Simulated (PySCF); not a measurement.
# BiH3S3 (Bi(SH)32+): the cost of one run

Program: PySCF 2.14.0. Level of theory: TPSS, Bi def2-SVP with ECP60, S def2-SVP, H def2-SVP; scalar-relativistic core potentials, no spin–orbit coupling. These are calculated values, not measurements.

4 further runs of the same task are left out: 2 for a known fault of the program, 1 that didn't finish, 1 set aside as unsound or not needed.

## (1) The starting structure

7 atoms, charge 2, spin multiplicity 1.

Bond lengths: Bi1–S2 2.484 Å, Bi1–S4 2.495 Å, Bi1–S6 2.472 Å, S2–H3 1.372 Å, S4–H5 1.372 Å, S6–H7 1.372 Å. Angles: S2–Bi1–S4 131.1°, S2–Bi1–S6 109.9°, S4–Bi1–S6 119.0°, Bi1–S2–H3 95.7°, Bi1–S4–H5 95.6°, Bi1–S6–H7 94.7°.

As a file:

```
Bi    0.6277   -0.2054    0.1037
S    -0.3858    0.4635    2.2707
H    -1.6751    0.5192    1.8056
S    -0.3887   -0.5294   -2.1522
H    -1.6765   -0.2681   -1.7586
S     3.0749   -0.4423    0.3589
H     3.2954   -0.7645   -0.9568
```

Formal oxidation states: Bi +5. An earlier session relaxed this geometry at TPSS, Bi def2-SVP with ECP60, S def2-SVP, H def2-SVP (singlet, point group C1).

Its energy there is -1409.901883 Eh.

## (2) Multiplicity 3 at the relaxed geometry

File run.py (the lines that set the calculation):

```python
mol = gto.M(atom='''
Bi     0.62768    -0.20537     0.10365
S     -0.38584     0.46346     2.27068
H     -1.67507     0.51923     1.80563
S     -0.38870    -0.52939    -2.15224
H     -1.67653    -0.26809    -1.75859
S      3.07488    -0.44228     0.35888
H      3.29537    -0.76448    -0.95681''',
    basis={'Bi': 'def2-SVP', 'S': 'def2-SVP', 'H': 'def2-SVP'},
    ecp={'Bi': 'def2-SVP'},
    charge=2, spin=2)
mf = dft.UKS(mol, xc='TPSS')
mf.grids.atom_grid = (50, 194)
mf = mf.density_fit()  # fitting sets: Bi def2-universal-JKFIT, S def2-universal-JKFIT, H def2-universal-JKFIT
mf.conv_tol = 1e-08; mf.max_cycle = 55
mf.kernel(dm0)  # dm0: free metal ions and neutral atoms
```

Run with:

```
> OMP_NUM_THREADS=2 python run.py
```

**Question.** How long does this run take on 2 threads of Intel Xeon Platinum 8488C (Sapphire Rapids), shared host?

About 2.2 min.
